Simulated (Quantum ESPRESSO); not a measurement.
# Ge (I4_1/amd) in Quantum ESPRESSO: single point with LDA

Aim: the single point of Ge with LDA.

Program: Quantum ESPRESSO 7.5. These are calculated values, not measurements. Logs are shortened: lines on timing, memory, paths and dates and some standing lists are left out, and cuts for length are marked.

### Step 1. The structure

It takes space group I4_1/amd (No. 141, tetragonal). The conventional cell has a = 4.057 Å, b = 4.057 Å, c = 5.578 Å, α = 90.00°, β = 90.00°, γ = 90.00°. Ge (site symmetry -4m2) is surrounded by 4 Ge at 2.46 Å.

### Step 2. Single point, LDA

Contents of pw.in:

```
&CONTROL
  calculation = 'scf'
  prefix = 'pwscf'
  outdir = './tmp'
  pseudo_dir = './pseudo'
  tprnfor = .true.
  tstress = .true.
  disk_io = 'nowf'
/
&SYSTEM
  ibrav = 0
  nat = 2
  ntyp = 1
  ecutwfc = 78
  nbnd = 21
  occupations = 'smearing'
  smearing = 'gaussian'
  degauss = 0.00073499
/
&ELECTRONS
  conv_thr = 4d-10
  electron_maxstep = 120
  mixing_beta = 0.5
/
ATOMIC_SPECIES
Ge    72.6300 Ge.upf
CELL_PARAMETERS angstrom
   0.0000000000    2.8687500000    2.7888750000
   2.8687500000    0.0000000000    2.7888750000
   2.8687500000    2.8687500000    0.0000000000
ATOMIC_POSITIONS crystal
Ge     0.0000000000    0.0000000000    0.0000000000
Ge     0.2500000000    0.2500000000    0.2500000000
K_POINTS automatic
10 10 10 0 0 0
```

Potentials or basis: PseudoDojo 0.4.1 SR LDA standard.

Launch:

```sh
$ OMP_NUM_THREADS=1 pw.x -in pw.in > pw.out
```

pw.out:

```text
This program is part of the open-source Quantum ESPRESSO suite
     for quantum simulation of materials; please cite
[... 9 lines left out ...]
     --------------------
     sticks:   dense  smooth     PW     G-vecs:    dense   smooth      PW
     Sum        1245    1245    365                28833    28833    4613

     Using Slab Decomposition

     bravais-lattice index     =            0
     lattice parameter (alat)  =       7.5607  a.u.
     unit-cell volume          =     309.7712 (a.u.)^3
     number of atoms/cell      =            2
     number of atomic types    =            1
     number of electrons       =        28.00
     number of Kohn-Sham states=           21
     kinetic-energy cutoff     =      78.0000  Ry
     charge density cutoff     =     312.0000  Ry
     scf convergence threshold =      4.0E-10
     mixing beta               =       0.5000
     number of iterations used =            8  plain     mixing
     Exchange-correlation= SLA  PW   NOGX NOGC
                           (   1   4   0   0   0   0   0)

     celldm(1)=   7.560688  celldm(2)=   0.000000  celldm(3)=   0.000000
     celldm(4)=   0.000000  celldm(5)=   0.000000  celldm(6)=   0.000000

     crystal axes: (cart. coord. in units of alat)
               a(1) = (   0.000000   0.717018   0.697054 )
               a(2) = (   0.717018   0.000000   0.697054 )
               a(3) = (   0.717018   0.717018   0.000000 )

     reciprocal axes: (cart. coord. in units 2 pi/alat)
               b(1) = ( -0.697332  0.697332  0.717304 )
               b(2) = (  0.697332 -0.697332  0.717304 )
               b(3) = (  0.697332  0.697332 -0.717304 )

     PseudoPot. # 1 for Ge read from file:
     Ge.upf
     Pseudo is Norm-conserving + core correction, Zval = 14.0
     Generated using ONCVPSP code by D. R. Hamann
     Using radial grid of 1524 points,  6 beta functions with:
                l(1) =   0
                l(2) =   0
                l(3) =   1
                l(4) =   1
                l(5) =   2
                l(6) =   2

     atomic species   valence    mass     pseudopotential
     Ge               14.00    72.63000     Ge( 1.00)

     16 Sym. Ops., with inversion, found ( 8 have fractional translation)

   Cartesian axes

     site n.     atom                  positions (alat units)
         1        Ge     tau(   1) = (   0.0000000   0.0000000   0.0000000  )
         2        Ge     tau(   2) = (   0.3585092   0.3585092   0.3485272  )

     number of k points=   102  Gaussian smearing, width (Ry)=  0.0007

     Number of k-points >= 100: set verbosity='high' to print them.

     Dense  grid:    28833 G-vectors     FFT dimensions: (  48,  48,  48)

     Initial potential from superposition of free atoms

     starting charge      27.9987, renormalised to      28.0000
     Starting wfcs are   18 randomized atomic wfcs +    3 random wfcs

     Self-consistent Calculation

     iteration #  1     ecut=    78.00 Ry     beta= 0.50
     Davidson diagonalization with overlap
     ethr =  1.00E-02,  avg # of iterations =  5.2

     Threshold (ethr) on eigenvalues was too large:
     Diagonalizing with lowered threshold

     Davidson diagonalization with overlap
     ethr =  1.19E-04,  avg # of iterations =  3.5

     total energy              =    -356.93998921 Ry
     estimated scf accuracy    <       0.03396783 Ry

     iteration #  2     ecut=    78.00 Ry     beta= 0.50
     Davidson diagonalization with overlap
     ethr =  1.21E-04,  avg # of iterations =  1.0

     total energy              =    -356.93889714 Ry
     estimated scf accuracy    <       0.00574555 Ry

     iteration #  3     ecut=    78.00 Ry     beta= 0.50
     Davidson diagonalization with overlap
     ethr =  2.05E-05,  avg # of iterations =  2.9

     total energy              =    -356.93928285 Ry
     estimated scf accuracy    <       0.00007947 Ry

     iteration #  4     ecut=    78.00 Ry     beta= 0.50
     Davidson diagonalization with overlap
     ethr =  2.84E-07,  avg # of iterations =  4.2

     total energy              =    -356.93929327 Ry
     estimated scf accuracy    <       0.00000524 Ry

     iteration #  5     ecut=    78.00 Ry     beta= 0.50
     Davidson diagonalization with overlap
     ethr =  1.87E-08,  avg # of iterations =  1.4

     total energy              =    -356.93929338 Ry
     estimated scf accuracy    <       0.00000034 Ry

     iteration #  6     ecut=    78.00 Ry     beta= 0.50
     Davidson diagonalization with overlap
     ethr =  1.20E-09,  avg # of iterations =  2.0

     total energy              =    -356.93929352 Ry
     estimated scf accuracy    <       0.00000007 Ry

     iteration #  7     ecut=    78.00 Ry     beta= 0.50
     Davidson diagonalization with overlap
     ethr =  2.40E-10,  avg # of iterations =  2.0

     total energy              =    -356.93929354 Ry
     estimated scf accuracy    <          2.9E-09 Ry

     iteration #  8     ecut=    78.00 Ry     beta= 0.50
     Davidson diagonalization with overlap
     ethr =  1.02E-11,  avg # of iterations =  2.0

     End of self-consistent calculation

     Number of k-points >= 100: set verbosity='high' to print the bands.

     the Fermi energy is     9.0013 ev

!    total energy              =    -356.93929354 Ry
     estimated scf accuracy    <          9.6E-11 Ry
     smearing contrib. (-TS)   =      -0.00000000 Ry
     internal energy E=F+TS    =    -356.93929354 Ry

     The total energy is F=E-TS. E is the sum of the following terms:
     one-electron contribution =    -185.70234648 Ry
     hartree contribution      =     111.22843350 Ry
     xc contribution           =     -85.84161985 Ry
     ewald contribution        =    -196.62376070 Ry

     convergence has been achieved in   8 iterations

     Forces acting on atoms (cartesian axes, Ry/au):

     atom    1 type  1   force =    -0.00000000    0.00000000    0.00000000
     atom    2 type  1   force =     0.00000000   -0.00000000    0.00000000

     Total force =     0.000000     Total SCF correction =     0.000000

     Computing stress (Cartesian axis) and pressure

          total   stress  (Ry/bohr**3)                   (kbar)     P=      -22.89
  -0.00019978   0.00000000  -0.00000000          -29.39        0.00       -0.00
   0.00000000  -0.00019978   0.00000000            0.00      -29.39        0.00
   0.00000000  -0.00000000  -0.00006722            0.00       -0.00       -9.89

=------------------------------------------------------------------------------=
   JOB DONE.
=------------------------------------------------------------------------------=
```

It took 1.8 min on 1 thread of Arm Neoverse V2, shared host; peak memory 0.17 GiB.

What came out:

```
Free energy            : -4856.4065 eV
Pressure               : -2.3 GPa
Band gap on the k mesh : 0.06 eV, indirect (least direct gap 0.21 eV)
```

Levels at points of the mesh, in eV from the valence-band top:
| k point | band 10 | band 11 | band 12 | band 13 | band 14 | band 15 | band 16 | band 17 | band 18 | band 19 |
| --- | --- | --- | --- | --- | --- | --- | --- | --- | --- | --- |
| (0.00, 0.00, 0.00) | -24.60 | -12.64 | -0.25 | 0.00 | 0.00 | 0.21 | 2.51 | 2.65 | 2.65 | 6.25 |
| (0.00, 0.00, -0.50) | -24.58 | -10.59 | -7.51 | -1.43 | -1.19 | 0.06 | 3.70 | 3.89 | 7.06 | 10.32 |
| (0.00, -0.50, -0.50) | -24.56 | -8.86 | -8.86 | -2.88 | -2.88 | 0.83 | 0.83 | 9.31 | 9.31 | 11.27 |
| (-0.50, -0.50, 0.00) | -24.57 | -8.73 | -8.73 | -3.08 | -3.08 | 0.61 | 0.61 | 9.38 | 9.38 | 11.42 |

A k mesh can miss the band edges. LDA gaps usually lie below the measured ones, often by a third to a half.
